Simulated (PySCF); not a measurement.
# C₂H₇BBrN: NMR shifts at several levels of theory, part 1 of 2

How much do the NMR shifts of C₂H₇BBrN (`C=C[B@@H-]([NH3+])Br`) depend on the level of theory, and what does each level cost?

The runs use PySCF 2.14.0, with density-fitted response routines of our own; the level of theory stands in each step. All values are computed, except where a source is named. Atoms are numbered from 0 throughout.

### 1 The molecule as given

12 atoms, charge 0, multiplicity 1; geometry from: PBE0-D3(BJ)/def2-SVP.

Bonds of the start (Å): C0–C1 1.34, C1–B2 1.58, B2–N3 1.63, B2–Br4 2.04, C0–H5 1.10, C0–H6 1.10, C1–H7 1.10, B2–H8 1.22, N3–H9 1.02, N3–H10 1.02, N3–H11 1.02.

### 2 Shielding tensors: PBE0/pcSseg-1

The job: settings as JSON, then the geometry in Å.

```
{"job": {"kind": "nmr", "xc": "PBE0", "basis": "pcSseg-1", "pop": false}, "charge": 0, "multiplicity": 1}
C      1.968523    -0.633512    -0.176356
C      0.762978    -0.571004     0.401933
B     -0.217924     0.664806     0.270824
N     -1.573512     0.169336    -0.478458
Br    -0.931855     1.290961     2.074535
H      2.637762    -1.493397    -0.058750
H      2.347701     0.197507    -0.782364
H      0.458193    -1.431134     1.019519
H      0.201720     1.606610    -0.375450
H     -2.011220    -0.593657     0.043893
H     -1.366224    -0.158516    -1.424651
H     -2.249918     0.934028    -0.527680
```

With the program's defaults for keys left out, this is: GIAO PBE0/pcSseg-1 NMR shielding, non-relativistic, gas phase.

On the command line:

```console
$ OMP_NUM_THREADS=1 python probes_run.py task.json out
```

This one command runs all jobs of the session in turn.

Standard output:

```text
coarse grid: 45296 points
cycle   1  E = -2733.3822222804  dE = -8.835e-01  |g| = 7.485e-01  |ddm| = 2.994e+00
cycle   2  E = -2733.3976933955  dE = -1.547e-02  |g| = 4.330e-01  |ddm| = 8.748e-01
cycle   3  E = -2733.4270470613  dE = -2.935e-02  |g| = 1.614e-01  |ddm| = 4.807e-01
cycle   4  E = -2733.4332946746  dE = -6.248e-03  |g| = 5.093e-02  |ddm| = 1.734e-01
cycle   5  E = -2733.4339183685  dE = -6.237e-04  |g| = 1.459e-02  |ddm| = 4.859e-02
cycle   6  E = -2733.4339741469  dE = -5.578e-05  |g| = 1.738e-03  |ddm| = 1.436e-02
cycle   7  E = -2733.4339748295  dE = -6.826e-07  |g| = 7.987e-04  |ddm| = 2.990e-03
final grid: 95296 points
cycle   8  E = -2733.4339605630  dE = -1.494e-08  |g| = 8.742e-04  |ddm| = 1.784e-03
cycle   9  E = -2733.4339605118  dE =  5.123e-08  |g| = 1.003e-03  |ddm| = 1.529e-03
cycle  10  E = -2733.4339606961  dE = -1.843e-07  |g| = 1.116e-04  |ddm| = 7.973e-04
cycle  11  E = -2733.4339606992  dE = -3.137e-09  |g| = 1.220e-05  |ddm| = 9.185e-05
cycle  12  E = -2733.4339606993  dE = -4.502e-11  |g| = 2.921e-06  |ddm| = 1.456e-05
converged SCF energy = -2733.4339606993

GIAO shielding tensors (ppm)
atom      isotropic    diamagn.    paramagn.     s11        s22        s33       span
  0 C       47.965     253.467    -205.502    -71.715     60.989    154.621    226.336
  1 C       30.892     259.331    -228.439    -96.974     30.947    158.701    255.675
  2 B      107.344     184.414     -77.070    101.521    104.889    115.624     14.103
  3 N      198.551     315.909    -117.358    176.231    198.118    221.304     45.073
  4 Br    2632.443    3124.368    -491.925   2363.598   2645.309   2888.420    524.822
  5 H       25.455      28.959      -3.504     22.221     24.599     29.546      7.325
  6 H       25.392      30.809      -5.417     21.623     24.642     29.911      8.288
  7 H       25.136      31.889      -6.753     20.842     25.186     29.382      8.540
  8 H       27.731      29.401      -1.670     24.990     26.413     31.790      6.800
  9 H       28.504      29.803      -1.299     23.605     26.535     35.370     11.765
 10 H       28.526      29.970      -1.444     22.283     24.079     39.216     16.933
 11 H       28.182      28.375      -0.193     22.166     26.076     36.305     14.139
```

Run time: 9.3 s. Hardware: 1 thread of Intel Xeon 6975P-C, shared host; peak memory 0.82 GiB.

The references, computed at this level on geometries of the same kind, shield at (ppm): 1H TMS 31.27, 13C TMS 184.4, 15N NH3 265.7, 11B BF3·OEt2 100.7, 79Br HBr 2584. Their shielding less the atom's gives the shift. The references are single molecules in the gas phase, so shifts against H2O, NH3, PH3, H3PO4 or CFCl3 are not on the usual liquid scales and can be off by tens of ppm. Atoms listed in one row are averaged.

| atoms | environment | σ (ppm) | δ (ppm) | δ scaled to CDCl3 |
| --- | --- | --- | --- | --- |
| C1 | alkene CH | 30.9 | 153.5 | 148.6 |
| C0 | terminal =CH2 carbon | 48.0 | 136.4 | 132.0 |
| H7 | hydrogen on an alkene CH | 25.14 | 6.13 | 6.03 |
| H6 | hydrogen on a terminal =CH2 carbon | 25.39 | 5.88 | 5.78 |
| H5 | hydrogen on a terminal =CH2 carbon | 25.46 | 5.81 | 5.72 |
| H8 | hydrogen on a boron bonded to C, Br, N | 27.73 | 3.54 | – |
| H9, H10, H11 | hydrogen on a donor nitrogen of a Lewis adduct | 28.40 | 2.86 | – |
| B2 | boron bonded to C, Br, N, H | 107.3 | -6.6 | – |
| N3 | donor nitrogen of a Lewis adduct | 198.6 | 67.1 | – |
| Br4 | bromine bonded to B | 2632 | -48 | – |

The scaled column applies a straight-line fit of computed shieldings to shifts measured in CDCl3, with any fitted terms for Cl, Br or S neighbours (root-mean-square error 0.21 ppm for H, 2.0 ppm for C).

### 3 Nuclear shieldings: mPW1PW91/pcSseg-1

Settings changed since step 2:

```diff
@@ -1,2 +1,2 @@
-{"job": {"kind": "nmr", "xc": "PBE0", "basis": "pcSseg-1", "pop": false}, "charge": 0, "multiplicity": 1}
+{"job": {"kind": "nmr", "xc": "mPW1PW91", "basis": "pcSseg-1", "pop": false}, "charge": 0, "multiplicity": 1}
 C      1.968523    -0.633512    -0.176356
```

Level: GIAO mPW1PW91/pcSseg-1 NMR shielding, non-relativistic, gas phase.

Standard output:

```text
coarse grid: 45296 points
cycle   1  E = -2734.0320233587  dE = -8.806e-01  |g| = 7.428e-01  |ddm| = 2.990e+00
cycle   2  E = -2734.0480272586  dE = -1.600e-02  |g| = 4.286e-01  |ddm| = 8.786e-01
cycle   3  E = -2734.0774352526  dE = -2.941e-02  |g| = 1.602e-01  |ddm| = 4.813e-01
cycle   4  E = -2734.0835879479  dE = -6.153e-03  |g| = 5.091e-02  |ddm| = 1.710e-01
cycle   5  E = -2734.0842147292  dE = -6.268e-04  |g| = 1.435e-02  |ddm| = 4.853e-02
cycle   6  E = -2734.0842685551  dE = -5.383e-05  |g| = 1.750e-03  |ddm| = 1.419e-02
cycle   7  E = -2734.0842692515  dE = -6.964e-07  |g| = 8.179e-04  |ddm| = 3.109e-03
final grid: 95296 points
cycle   8  E = -2734.0842363016  dE = -1.507e-08  |g| = 9.026e-04  |ddm| = 1.915e-03
cycle   9  E = -2734.0842362505  dE =  5.109e-08  |g| = 1.030e-03  |ddm| = 1.651e-03
cycle  10  E = -2734.0842364361  dE = -1.857e-07  |g| = 1.084e-04  |ddm| = 8.602e-04
cycle  11  E = -2734.0842364391  dE = -2.953e-09  |g| = 1.260e-05  |ddm| = 8.845e-05
cycle  12  E = -2734.0842364391  dE = -3.683e-11  |g| = 2.920e-06  |ddm| = 1.550e-05
converged SCF energy = -2734.0842364391

GIAO shielding tensors (ppm)
atom      isotropic    diamagn.    paramagn.     s11        s22        s33       span
  0 C       47.212     253.400    -206.187    -72.849     60.657    153.829    226.678
  1 C       30.372     259.512    -229.141    -97.744     30.623    158.236    255.980
  2 B      107.075     184.437     -77.363    101.156    104.676    115.392     14.236
  3 N      197.664     316.063    -118.399    175.461    197.174    220.357     44.896
  4 Br    2632.796    3124.635    -491.839   2363.303   2645.055   2890.030    526.727
  5 H       25.525      28.998      -3.473     22.295     24.670     29.610      7.315
  6 H       25.464      30.847      -5.383     21.695     24.710     29.989      8.294
  7 H       25.216      31.966      -6.750     20.934     25.248     29.467      8.533
  8 H       27.800      29.494      -1.694     25.071     26.472     31.855      6.784
  9 H       28.525      29.833      -1.309     23.641     26.578     35.355     11.715
 10 H       28.560      30.014      -1.454     22.347     24.128     39.206     16.859
 11 H       28.212      28.384      -0.172     22.211     26.134     36.292     14.080
```

Run time: 9.6 s. Hardware: 1 thread of Intel Xeon 6975P-C, shared host; peak memory 0.83 GiB.

This run: δ C1 153.2, C0 136.3, B2 -6.3, N3 66.5, H7 6.10, H6 5.85 ppm.

### 4 Nuclear shieldings: WP04/pcSseg-1

Settings changed since step 3:

```diff
@@ -1,2 +1,2 @@
-{"job": {"kind": "nmr", "xc": "mPW1PW91", "basis": "pcSseg-1", "pop": false}, "charge": 0, "multiplicity": 1}
+{"job": {"kind": "nmr", "xc": "WP04", "basis": "pcSseg-1", "pop": false}, "charge": 0, "multiplicity": 1}
 C      1.968523    -0.633512    -0.176356
```

Level: GIAO WP04/pcSseg-1 NMR shielding, non-relativistic, gas phase.

Standard output:

```text
coarse grid: 45296 points
cycle   1  E = -2750.6935674325  dE = -9.019e-01  |g| = 6.975e-01  |ddm| = 2.995e+00
cycle   2  E = -2750.6725255439  dE =  2.104e-02  |g| = 6.975e-01  |ddm| = 1.347e+00
cycle   3  E = -2750.7882173959  dE = -1.157e-01  |g| = 1.518e-01  |ddm| = 7.387e-01
cycle   4  E = -2750.7906379604  dE = -2.421e-03  |g| = 1.165e-01  |ddm| = 2.124e-01
cycle   5  E = -2750.7940156277  dE = -3.378e-03  |g| = 1.499e-02  |ddm| = 9.204e-02
cycle   6  E = -2750.7940737409  dE = -5.811e-05  |g| = 6.949e-03  |ddm| = 2.432e-02
cycle   7  E = -2750.7940816250  dE = -7.884e-06  |g| = 8.678e-04  |ddm| = 5.170e-03
final grid: 95296 points
cycle   8  E = -2750.7940318962  dE = -1.650e-08  |g| = 1.076e-03  |ddm| = 3.025e-03
cycle   9  E = -2750.7940315766  dE =  3.196e-07  |g| = 1.594e-03  |ddm| = 1.912e-03
cycle  10  E = -2750.7940321580  dE = -5.814e-07  |g| = 2.183e-04  |ddm| = 1.123e-03
cycle  11  E = -2750.7940321708  dE = -1.282e-08  |g| = 4.576e-05  |ddm| = 2.020e-04
cycle  12  E = -2750.7940321713  dE = -5.148e-10  |g| = 1.081e-05  |ddm| = 4.952e-05
converged SCF energy = -2750.7940321713

GIAO shielding tensors (ppm)
atom      isotropic    diamagn.    paramagn.     s11        s22        s33       span
  0 C       39.249     254.478    -215.229    -80.466     54.637    143.574    224.040
  1 C       22.314     259.893    -237.580   -105.279     23.287    148.934    254.213
  2 B       97.748     185.952     -88.204     91.056     95.630    106.558     15.501
  3 N      188.269     317.624    -129.355    168.679    187.121    209.006     40.327
  4 Br    2589.496    3131.571    -542.075   2292.478   2567.265   2908.744    616.267
  5 H       26.146      29.224      -3.078     23.122     25.320     29.996      6.875
  6 H       26.092      31.567      -5.475     22.513     25.270     30.494      7.981
  7 H       25.866      32.563      -6.697     21.643     25.808     30.148      8.504
  8 H       28.469      30.602      -2.133     25.875     27.113     32.419      6.544
  9 H       28.540      30.163      -1.623     23.791     26.759     35.069     11.278
 10 H       28.592      30.480      -1.889     22.731     24.305     38.739     16.008
 11 H       28.259      28.248       0.011     22.462     26.423     35.891     13.428
```

Run time: 9.2 s. Hardware: 1 thread of Intel Xeon 6975P-C, shared host; peak memory 0.81 GiB.

In short: δ C1 150.1, C0 133.2, B2 -2.0, N3 58.6, H7 5.70, H6 5.47 ppm.

### 5 Nuclear shieldings: B97-2/pcSseg-1

Settings changed since step 4:

```diff
@@ -1,2 +1,2 @@
-{"job": {"kind": "nmr", "xc": "WP04", "basis": "pcSseg-1", "pop": false}, "charge": 0, "multiplicity": 1}
+{"job": {"kind": "nmr", "xc": "B97-2", "basis": "pcSseg-1", "pop": false}, "charge": 0, "multiplicity": 1}
 C      1.968523    -0.633512    -0.176356
```

Method: GIAO B97-2/pcSseg-1 NMR shielding, non-relativistic, gas phase.

Standard output:

```text
coarse grid: 45296 points
cycle   1  E = -2734.5033502223  dE = -8.959e-01  |g| = 6.900e-01  |ddm| = 2.981e+00
cycle   2  E = -2734.5154769952  dE = -1.213e-02  |g| = 4.074e-01  |ddm| = 9.270e-01
cycle   3  E = -2734.5472645369  dE = -3.179e-02  |g| = 1.729e-01  |ddm| = 5.243e-01
cycle   4  E = -2734.5545152960  dE = -7.251e-03  |g| = 5.636e-02  |ddm| = 1.806e-01
cycle   5  E = -2734.5553176010  dE = -8.023e-04  |g| = 1.421e-02  |ddm| = 5.437e-02
cycle   6  E = -2734.5553683494  dE = -5.075e-05  |g| = 2.346e-03  |ddm| = 1.482e-02
cycle   7  E = -2734.5553695723  dE = -1.223e-06  |g| = 8.286e-04  |ddm| = 3.926e-03
final grid: 95296 points
cycle   8  E = -2734.5553270909  dE = -1.754e-08  |g| = 9.464e-04  |ddm| = 2.087e-03
cycle   9  E = -2734.5553269997  dE =  9.122e-08  |g| = 1.140e-03  |ddm| = 1.792e-03
cycle  10  E = -2734.5553272197  dE = -2.200e-07  |g| = 1.689e-04  |ddm| = 9.866e-04
cycle  11  E = -2734.5553272269  dE = -7.181e-09  |g| = 1.390e-05  |ddm| = 1.352e-04
cycle  12  E = -2734.5553272270  dE = -5.457e-11  |g| = 3.408e-06  |ddm| = 1.854e-05
converged SCF energy = -2734.5553272270

GIAO shielding tensors (ppm)
atom      isotropic    diamagn.    paramagn.     s11        s22        s33       span
  0 C       50.924     253.396    -202.472    -65.606     64.496    153.883    219.489
  1 C       34.192     259.188    -224.996    -90.569     35.023    158.121    248.690
  2 B      107.502     184.853     -77.351    101.582    105.092    115.831     14.249
  3 N      197.763     315.919    -118.156    176.146    197.256    219.887     43.741
  4 Br    2627.356    3125.763    -498.407   2356.354   2635.011   2890.702    534.348
  5 H       25.635      29.074      -3.439     22.440     24.769     29.696      7.256
  6 H       25.577      30.993      -5.416     21.891     24.808     30.031      8.140
  7 H       25.325      32.053      -6.728     21.126     25.358     29.490      8.364
  8 H       27.889      29.667      -1.778     25.175     26.565     31.927      6.752
  9 H       28.581      29.929      -1.348     23.741     26.658     35.343     11.603
 10 H       28.598      30.119      -1.521     22.443     24.196     39.155     16.712
 11 H       28.257      28.425      -0.168     22.297     26.210     36.263     13.966
```

It took 9.4 s on 1 thread of Intel Xeon 6975P-C, shared host; peak memory 0.83 GiB.

In short: δ C1 149.5, C0 132.8, B2 -5.7, N3 65.1, H7 6.05, H6 5.80 ppm.

### 6 Shielding tensors: BHandHLYP/pcSseg-1

Settings changed since step 5:

```diff
@@ -1,2 +1,2 @@
-{"job": {"kind": "nmr", "xc": "B97-2", "basis": "pcSseg-1", "pop": false}, "charge": 0, "multiplicity": 1}
+{"job": {"kind": "nmr", "xc": "BHandHLYP", "basis": "pcSseg-1", "pop": false}, "charge": 0, "multiplicity": 1}
 C      1.968523    -0.633512    -0.176356
```

Method: GIAO BHandHLYP/pcSseg-1 NMR shielding, non-relativistic, gas phase.

Standard output:

```text
coarse grid: 45296 points
cycle   1  E = -2733.7693545124  dE = -7.854e-01  |g| = 6.306e-01  |ddm| = 2.931e+00
cycle   2  E = -2733.8043155881  dE = -3.496e-02  |g| = 2.499e-01  |ddm| = 7.140e-01
cycle   3  E = -2733.8135280428  dE = -9.212e-03  |g| = 8.184e-02  |ddm| = 2.413e-01
cycle   4  E = -2733.8150403184  dE = -1.512e-03  |g| = 2.178e-02  |ddm| = 7.145e-02
cycle   5  E = -2733.8151445404  dE = -1.042e-04  |g| = 7.566e-03  |ddm| = 2.137e-02
cycle   6  E = -2733.8151593725  dE = -1.483e-05  |g| = 1.703e-03  |ddm| = 7.136e-03
cycle   7  E = -2733.8151601086  dE = -7.362e-07  |g| = 5.181e-04  |ddm| = 1.983e-03
final grid: 95296 points
cycle   8  E = -2733.8151438054  dE = -2.936e-08  |g| = 4.883e-04  |ddm| = 1.253e-03
cycle   9  E = -2733.8151438018  dE =  3.540e-09  |g| = 5.083e-04  |ddm| = 6.223e-04
cycle  10  E = -2733.8151438556  dE = -5.374e-08  |g| = 3.801e-05  |ddm| = 3.368e-04
cycle  11  E = -2733.8151438560  dE = -3.761e-10  |g| = 9.504e-06  |ddm| = 3.597e-05
converged SCF energy = -2733.8151438560

GIAO shielding tensors (ppm)
atom      isotropic    diamagn.    paramagn.     s11        s22        s33       span
  0 C       47.194     253.206    -206.012    -80.274     66.772    155.082    235.356
  1 C       28.864     259.558    -230.694   -106.351     33.786    159.159    265.510
  2 B      107.950     182.554     -74.603    102.017    106.107    115.727     13.710
  3 N      198.727     316.480    -117.753    175.895    198.432    221.854     45.959
  4 Br    2676.665    3125.003    -448.338   2415.560   2694.838   2919.596    504.036
  5 H       25.773      29.056      -3.284     22.464     24.737     30.117      7.653
  6 H       25.679      30.976      -5.297     21.913     24.738     30.385      8.473
  7 H       25.441      32.084      -6.643     21.278     25.294     29.751      8.473
  8 H       28.038      29.648      -1.610     25.333     26.672     32.108      6.775
  9 H       28.542      29.862      -1.320     23.545     26.579     35.501     11.956
 10 H       28.657      30.061      -1.404     22.431     24.166     39.375     16.944
 11 H       28.236      28.365      -0.130     22.106     26.164     36.438     14.332
```

It took 9.2 s on 1 thread of Intel Xeon 6975P-C, shared host; peak memory 0.82 GiB.

Key values: δ C1 155.1, C0 136.8, B2 -3.4, N3 66.3, H7 6.00, H6 5.76 ppm.

### 7 NMR shieldings: CAM-B3LYP/pcSseg-1

Settings changed since step 6:

```diff
@@ -1,2 +1,2 @@
-{"job": {"kind": "nmr", "xc": "BHandHLYP", "basis": "pcSseg-1", "pop": false}, "charge": 0, "multiplicity": 1}
+{"job": {"kind": "nmr", "xc": "CAM-B3LYP", "basis": "pcSseg-1", "pop": false}, "charge": 0, "multiplicity": 1}
 C      1.968523    -0.633512    -0.176356
```

Method: GIAO CAM-B3LYP/pcSseg-1 NMR shielding, non-relativistic, gas phase.

Standard output:

```text
coarse grid: 45296 points
cycle   1  E = -2733.9222993397  dE = -7.832e-01  |g| = 7.458e-01  |ddm| = 2.940e+00
cycle   2  E = -2733.9572516110  dE = -3.495e-02  |g| = 3.284e-01  |ddm| = 7.327e-01
cycle   3  E = -2733.9696071059  dE = -1.236e-02  |g| = 8.846e-02  |ddm| = 2.432e-01
cycle   4  E = -2733.9711681235  dE = -1.561e-03  |g| = 2.454e-02  |ddm| = 7.904e-02
cycle   5  E = -2733.9713052099  dE = -1.371e-04  |g| = 7.998e-03  |ddm| = 2.304e-02
cycle   6  E = -2733.9713216665  dE = -1.646e-05  |g| = 1.751e-03  |ddm| = 7.674e-03
cycle   7  E = -2733.9713225381  dE = -8.717e-07  |g| = 5.941e-04  |ddm| = 2.630e-03
final grid: 95296 points
cycle   8  E = -2733.9713003880  dE = -2.222e-08  |g| = 6.107e-04  |ddm| = 1.171e-03
cycle   9  E = -2733.9713003724  dE =  1.564e-08  |g| = 6.760e-04  |ddm| = 6.896e-04
cycle  10  E = -2733.9713004613  dE = -8.894e-08  |g| = 4.003e-05  |ddm| = 3.735e-04
cycle  11  E = -2733.9713004618  dE = -4.184e-10  |g| = 1.130e-05  |ddm| = 4.017e-05
converged SCF energy = -2733.9713004618

GIAO shielding tensors (ppm)
atom      isotropic    diamagn.    paramagn.     s11        s22        s33       span
  0 C       44.208     252.799    -208.591    -80.649     60.065    153.210    233.858
  1 C       25.053     259.003    -233.950   -108.282     26.838    156.603    264.885
  2 B      104.963     183.626     -78.662     99.470    102.674    112.747     13.277
  3 N      196.727     315.334    -118.607    173.384    196.331    220.466     47.081
  4 Br    2637.124    3124.569    -487.445   2358.793   2651.754   2900.826    542.033
  5 H       25.618      28.961      -3.342     22.378     24.738     29.738      7.360
  6 H       25.531      30.962      -5.431     21.764     24.738     30.092      8.327
  7 H       25.267      31.972      -6.705     20.930     25.320     29.552      8.622
  8 H       27.888      29.718      -1.831     25.177     26.587     31.899      6.722
  9 H       28.542      29.804      -1.262     23.697     26.631     35.298     11.601
 10 H       28.623      29.982      -1.359     22.492     24.227     39.151     16.660
 11 H       28.242      28.389      -0.147     22.287     26.211     36.228     13.941
```

Wall time 13 s (1 thread of Intel Xeon 6975P-C, shared host); peak memory 0.86 GiB.

In short: δ C1 157.4, C0 138.2, B2 -5.6, N3 70.6, H7 6.06, H6 5.80 ppm.

### 8 Nuclear shieldings: wB97X-D/pcSseg-1

Settings changed since step 7:

```diff
@@ -1,2 +1,2 @@
-{"job": {"kind": "nmr", "xc": "CAM-B3LYP", "basis": "pcSseg-1", "pop": false}, "charge": 0, "multiplicity": 1}
+{"job": {"kind": "nmr", "xc": "wB97X-D", "basis": "pcSseg-1", "pop": false}, "charge": 0, "multiplicity": 1}
 C      1.968523    -0.633512    -0.176356
```

Level: GIAO wB97X-D/pcSseg-1 NMR shielding, non-relativistic, gas phase.

Standard output:

```text
coarse grid: 45296 points
cycle   1  E = -2733.8985188738  dE = -7.656e-01  |g| = 7.142e-01  |ddm| = 2.941e+00
cycle   2  E = -2733.9365076898  dE = -3.799e-02  |g| = 2.804e-01  |ddm| = 6.735e-01
cycle   3  E = -2733.9451213239  dE = -8.614e-03  |g| = 7.153e-02  |ddm| = 1.863e-01
cycle   4  E = -2733.9460873400  dE = -9.660e-04  |g| = 1.901e-02  |ddm| = 6.067e-02
cycle   5  E = -2733.9461737905  dE = -8.645e-05  |g| = 6.138e-03  |ddm| = 1.938e-02
cycle   6  E = -2733.9461841482  dE = -1.036e-05  |g| = 1.748e-03  |ddm| = 7.555e-03
cycle   7  E = -2733.9461851159  dE = -9.676e-07  |g| = 5.255e-04  |ddm| = 2.988e-03
final grid: 95296 points
cycle   8  E = -2733.9461980590  dE = -1.069e-06  |g| = 6.267e-04  |ddm| = 2.292e-03
cycle   9  E = -2733.9461980908  dE = -3.180e-08  |g| = 4.984e-04  |ddm| = 6.690e-04
cycle  10  E = -2733.9461981298  dE = -3.899e-08  |g| = 8.043e-05  |ddm| = 3.415e-04
cycle  11  E = -2733.9461981316  dE = -1.793e-09  |g| = 4.036e-05  |ddm| = 9.872e-05
cycle  12  E = -2733.9461981320  dE = -4.447e-10  |g| = 4.918e-06  |ddm| = 4.895e-05
converged SCF energy = -2733.9461981320

GIAO shielding tensors (ppm)
atom      isotropic    diamagn.    paramagn.     s11        s22        s33       span
  0 C       47.305     253.473    -206.168    -75.345     62.378    154.882    230.226
  1 C       30.864     259.951    -229.087    -99.549     31.786    160.356    259.905
  2 B      108.670     183.387     -74.717    103.264    106.476    116.270     13.006
  3 N      198.422     316.526    -118.104    176.366    197.805    221.095     44.730
  4 Br    2658.660    3124.798    -466.138   2392.938   2672.416   2910.627    517.690
  5 H       25.586      29.020      -3.435     22.295     24.747     29.715      7.419
  6 H       25.509      30.909      -5.400     21.688     24.752     30.085      8.397
  7 H       25.290      32.034      -6.743     21.028     25.328     29.515      8.487
  8 H       27.920      29.635      -1.715     25.194     26.583     31.984      6.790
  9 H       28.562      29.880      -1.318     23.635     26.657     35.395     11.761
 10 H       28.683      30.067      -1.385     22.535     24.262     39.251     16.716
 11 H       28.281      28.350      -0.069     22.276     26.254     36.314     14.038
```

Wall time 12 s (1 thread of Intel Xeon 6975P-C, shared host); peak memory 0.82 GiB.

In short: δ C1 153.7, C0 137.2, B2 -7.1, N3 65.6, H7 6.09, H6 5.87 ppm.

(Continued in part 2 of 2.)
